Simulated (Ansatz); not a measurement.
**CH3AlI2: one species, many methods**

One table from this session's results is given with a row withheld; the runs are named, their logs left out.

Method: functionals in def2-TZVPP, the program's frozen cores in correlated methods; program: Ansatz 0.2.0, Gaussian basis.

Plan: LDA (SPW92), PBE-D4, revPBE-D4, BLYP-D4, r2SCAN-D4, B97M-V, PBE0-D4, B3LYP-D4, r2SCANh-D4, r2SCAN0-D4, HSE06-D4, BHLYP-D4, CAM-B3LYP-D4, LC-ωPBE, ωB97X-V, ωB97M-V, B2PLYP, PBE-QIDH; CCSD(T)/def2-SVP; CCSD(T)/def2-TZVPP; MP2/def2-QZVPP; extrapolation to the limit; RPA on PBE.

### Structure used throughout

The geometry comes from an earlier relaxation with PBE0-D4 in a triple-zeta def2 set; it is a stationary point, not always the lowest conformer. I takes the def2 core potential; no spin-orbit term is included.

SMILES `[CH3][Al]([I])[I]`, 7 atoms, charge 0, spin multiplicity 1.

Atoms are counted from 1 here; the program's logs count them from 0.

Bond lengths: C1–Al2 1.935 Å, C1–H5 1.091 Å, C1–H6 1.094 Å, C1–H7 1.094 Å, Al2–I3 2.469 Å, Al2–I4 2.469 Å. Angles: Al2–C1–H5 111.7°, Al2–C1–H6 110.1°, Al2–C1–H7 110.1°, H5–C1–H6 108.8°, H5–C1–H7 108.8°, H6–C1–H7 107.2°, C1–Al2–I3 120.8°, C1–Al2–I4 122.1°, I3–Al2–I4 117.1°.

The first run:

in.yaml reads:

```yaml
crystal:
  periodic: [false, false, false]
  atoms:
    - {symbol: C, position_ang: [-0.093382, 1.015686, -0.064253]}
    - {symbol: Al, position_ang: [0.082130, -0.908647, 0.033453]}
    - {symbol: I, position_ang: [1.969580, -1.947616, 1.239718]}
    - {symbol: I, position_ang: [-1.548178, -2.429019, -1.027224]}
    - {symbol: H, position_ang: [-0.976508, 1.311771, -0.633008]}
    - {symbol: H, position_ang: [-0.164310, 1.438677, 0.941846]}
    - {symbol: H, position_ang: [0.791968, 1.451048, -0.536232]}
basis:
  gaussian: {orbitals: def2-TZVPP}
hamiltonian: {xc: lda}
output: {orbitals: {seedname: orbitals}}
```

Among the steps run: LDA; PBE-D4 (GGA); revPBE-D4 (GGA); BLYP-D4 (GGA); r2SCAN-D4 (meta-GGA); B97M-V (meta-GGA); PBE0-D4 (hybrid); B3LYP-D4 (hybrid); r2SCANh-D4 (hybrid); r2SCAN0-D4 (hybrid); HSE06-D4 (hybrid); BHLYP-D4 (hybrid); CAM-B3LYP-D4 (range-separated); LC-ωPBE-D4 (range-separated; the results give it without D4); ωB97X-V (range-separated); ωB97M-V (range-separated); B2PLYP (double hybrid); PBE-QIDH (double hybrid).

One of the session's tables, all rows but one given; the rest of the session is left out.

It belongs to the step «Frontier levels by functional». 

```
  functional  HOMO (eV)  LUMO (eV)  gap (eV)
 LDA (SPW92)      -6.64      -2.42      4.22
      PBE-D4      -6.48      -2.18      4.31
   revPBE-D4      -6.43      -2.07      4.36
     BLYP-D4      -6.29      -2.01      4.27
   r2SCAN-D4      -6.79      -1.92      4.87
      B97M-V      -6.75      -1.93      4.82
     PBE0-D4      -7.60      -1.47      6.13
    B3LYP-D4      -7.34      -1.61      5.73
  r2SCANh-D4      -7.19      -1.68      5.51
  r2SCAN0-D4      -7.80      -1.33      6.47
    HSE06-D4          ?          ?         ?
    BHLYP-D4      -8.53      -0.65      7.88
CAM-B3LYP-D4      -8.81      -0.49      8.32
     LC-ωPBE     -10.15       0.50     10.65
     ωB97X-V      -9.82       0.41     10.23
     ωB97M-V      -9.69       0.19      9.88
```

Estimate the missing values for HSE06-D4.

The run gave: HOMO (eV): -7.21; LUMO (eV): -1.84; gap (eV): 5.38. In the column «HOMO (eV)» it lies between B3LYP-D4 (-7.34) and r2SCANh-D4 (-7.19).
